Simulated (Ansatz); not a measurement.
**CH7ClSSi2: one species, many methods**

One table from this session's results is given with a row withheld; the runs are named, their logs left out.

Computed with Ansatz 0.2.0, Gaussian basis. Level: functionals in def2-TZVPP, the program's frozen cores in correlated methods.

Levels to be run: PBE-D4, r2SCAN-D4, PBE0-D4, B3LYP-D4, ωB97X-V, ωB97M-V, B2PLYP; CCSD(T)/def2-TZVPP; MP2/def2-QZVPP; extrapolation to the limit.

**The relaxed structure**

The geometry comes from an earlier relaxation with PBE0-D4 in a triple-zeta def2 set; it is a stationary point, not always the lowest conformer.

12 atoms, charge 0, spin multiplicity 1.

Atoms are counted from 1 here; the program's logs count them from 0.

Bond lengths: S1–Si2 2.144 Å, S1–H6 1.344 Å, Si2–Si3 2.344 Å, Si2–H7 1.490 Å, Si2–H8 1.486 Å, Si3–C4 1.889 Å, Si3–H9 1.488 Å, Si3–H10 1.485 Å, C4–Cl5 1.786 Å, C4–H11 1.091 Å, C4–H12 1.090 Å. Angles: Si2–S1–H6 94.8°, S1–Si2–Si3 109.7°, S1–Si2–H7 111.7°, S1–Si2–H8 104.4°, Si3–Si2–H7 111.0°, Si3–Si2–H8 111.7°, H7–Si2–H8 108.1°, Si2–Si3–C4 111.3°, Si2–Si3–H9 108.5°, Si2–Si3–H10 109.6°, C4–Si3–H9 108.9°, C4–Si3–H10 109.3°, H9–Si3–H10 109.2°, Si3–C4–Cl5 110.2°, Si3–C4–H11 111.6°, Si3–C4–H12 111.7°, Cl5–C4–H11 107.4°, Cl5–C4–H12 107.4° and more.

As a file:

```csv
atom,x (Å),y (Å),z (Å)
S1,-1.8749,1.8906,1.9451
Si2,-0.8295,0.0914,1.4270
Si3,0.0575,0.2855,-0.7337
C4,1.0987,-1.2241,-1.1851
Cl5,1.7836,-1.0345,-2.8236
H6,-0.8430,2.7042,1.6634
H7,0.2392,-0.2276,2.4150
H8,-1.8636,-0.9735,1.5038
H9,0.9199,1.4968,-0.7822
H10,-1.0472,0.4325,-1.7152
H11,0.5035,-2.1380,-1.1845
H12,1.9330,-1.3586,-0.4960
```

The first run:

File in.yaml:

```yaml
crystal:
  periodic: [false, false, false]
  atoms:
    - {symbol: S, position_ang: [-1.874868, 1.890649, 1.945115]}
    - {symbol: Si, position_ang: [-0.829491, 0.091374, 1.426959]}
    - {symbol: Si, position_ang: [0.057481, 0.285538, -0.733734]}
    - {symbol: C, position_ang: [1.098651, -1.224058, -1.185150]}
    - {symbol: Cl, position_ang: [1.783553, -1.034511, -2.823646]}
    - {symbol: H, position_ang: [-0.843000, 2.704242, 1.663430]}
    - {symbol: H, position_ang: [0.239187, -0.227642, 2.415040]}
    - {symbol: H, position_ang: [-1.863573, -0.973490, 1.503791]}
    - {symbol: H, position_ang: [0.919891, 1.496767, -0.782193]}
    - {symbol: H, position_ang: [-1.047199, 0.432513, -1.715237]}
    - {symbol: H, position_ang: [0.503548, -2.137957, -1.184549]}
    - {symbol: H, position_ang: [1.933020, -1.358627, -0.496024]}
basis:
  gaussian: {orbitals: def2-TZVPP}
hamiltonian: {xc: pbe, dispersion: d4}
output: {forces: true, orbitals: {seedname: orbitals}}
```

On the command line:

```sh
> ansatz run in.yaml --threads 4 --pin off --events-out ev --progress --plain --max-ram 10444MiB
```

Among the steps run: PBE-D4 (GGA); r2SCAN-D4 (meta-GGA); PBE0-D4 (hybrid); B3LYP-D4 (hybrid); ωB97X-V (range-separated); ωB97M-V (range-separated); B2PLYP (double hybrid); CCSD(T) in def2-TZVPP; MP2 in def2-QZVPP.

One of the session's tables, all rows but one given; the rest of the session is left out.

| method | atomisation energy (kJ/mol) |
| --- | --- |
| PBE-D4 | 3768.6 |
| r2SCAN-D4 | 3761.1 |
| PBE0-D4 | 3741.4 |
| B3LYP-D4 | 3733.9 |
| ωB97X-V | 3782.2 |
| ωB97M-V | 3763.0 |
| B2PLYP | 3681.1 |
| HF/def2-TZVPP | 2777.0 |
| MP2/def2-TZVPP | 3659.3 |
| CCSD/def2-TZVPP | ? |
| CCSD(T)/def2-TZVPP | 3646.5 |
| MP2/CBS | 3767.4 |
| CCSD(T)/CBS | 3754.6 |

Estimate the missing values for CCSD/def2-TZVPP.

As computed: atomisation energy (kJ/mol): 3596.0. In the column «atomisation energy (kJ/mol)» it lies between HF/def2-TZVPP (2777.0) and CCSD(T)/def2-TZVPP (3646.5).

Limits of these values: Free atoms (1 S, 2 Si, 1 C, 1 Cl, 7 H) were run apart at each level; the atomisation energy is their sum less the molecule, without zero-point or spin-orbit terms.
